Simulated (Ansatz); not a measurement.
# GdSe2 (fluorite): equation of state and elastic constants

One table from this session's results is given with a row withheld; the runs are named, their logs left out.

Program: Ansatz 0.2.0. Level of theory: DFT PBEsol, scalar-relativistic, plane waves, PAW. These are calculated values, not measurements.

### The structure to begin with

Symmetry: Fm-3m, No. 225, cubic system. The conventional cell has a = 6.791 Å, b = 6.791 Å, c = 6.791 Å, α = 90.00°, β = 90.00°, γ = 90.00°. Around Gd (site symmetry m-3m) lie 8 Se at 2.94 Å. Se (site symmetry -43m) has 4 Gd at 2.94 Å as nearest neighbours.

Coordinates:

```cif
data_structure
_symmetry_space_group_name_H-M 'P 1'
_symmetry_Int_Tables_number 1
_cell_length_a 4.8023
_cell_length_b 4.8023
_cell_length_c 4.8023
_cell_angle_alpha 60.000
_cell_angle_beta 60.000
_cell_angle_gamma 60.000
_cell_volume 78.31
loop_
_atom_site_label
_atom_site_type_symbol
_atom_site_fract_x
_atom_site_fract_y
_atom_site_fract_z
_atom_site_occupancy
Gd1 Gd 0.00000 0.00000 0.00000 1
Se1 Se 0.25000 0.25000 0.25000 1
Se2 Se 0.75000 0.75000 0.75000 1
```

This cell comes from an earlier session at PBEsol: 26.104 Å³/atom at -0.02 GPa, on a 8×8×8 mesh.

Volume factors to run: 0.980, 1.020, 0.960, 1.040.

Set-up of the first run:

Contents of input.yaml:

```yaml
crystal:
  lattice:
    - [0.0, 3.3729278834, 3.3729278834]
    - [3.3729278834, 0.0, 3.3729278834]
    - [3.3729278834, 3.3729278834, 0.0]
  atoms:
    - { symbol: Gd, position: [0.0, 0.0, 0.0], spin: 7.57 }
    - { symbol: Se, position: [0.25, 0.25, 0.25] }
    - { symbol: Se, position: [0.75, 0.75, 0.75] }
basis:
  ecutwfc: 420
  ecutrho_ratio: 4
kpoints:
  mp_grid: { grid: [8, 8, 8] }
hamiltonian:
  xc: pbesol
scf:
  occupations: { method: gaussian, width: 0.05 }
output:
  forces: true
  stress: true
  eigenvalues: true
  populations: true
magnetization:
  spin_polarized: true
```

Steps of the session up to this table: Scaling the volume by 0.980; Scaling the volume by 1.020; Scaling the volume by 0.960; Scaling the volume by 1.040.

One table of the session follows, with a row left open; its other results are not shown here.

It belongs to the step «Energy and pressure against volume». 

```
volume (Å³/atom)  energy (meV/atom)  pressure (GPa)
          25.060               8.70            2.80
          25.582                  ?               ?
          26.104               0.00           -0.02
          26.626               2.08           -1.22
          27.148               7.89           -2.31
```

Estimate the missing values for volume (Å³/atom) = 25.582.

Worked estimate for «energy (meV/atom)». A straight line through the neighbours (25.060, 8.70) and (26.104, 0.00) gives 8.70 + (0.00 − 8.70) × (25.582 − 25.060) / (26.104 − 25.060) = 4.35; a parabola fitted to 3 rows on both sides gives 2.21.

The run gave: energy (meV/atom): 2.06; pressure (GPa): 1.32. In «energy (meV/atom)» the line misses by +2.29 and the parabola by +0.15.

To keep in mind: Warnings in the runs' records: stability check not made.
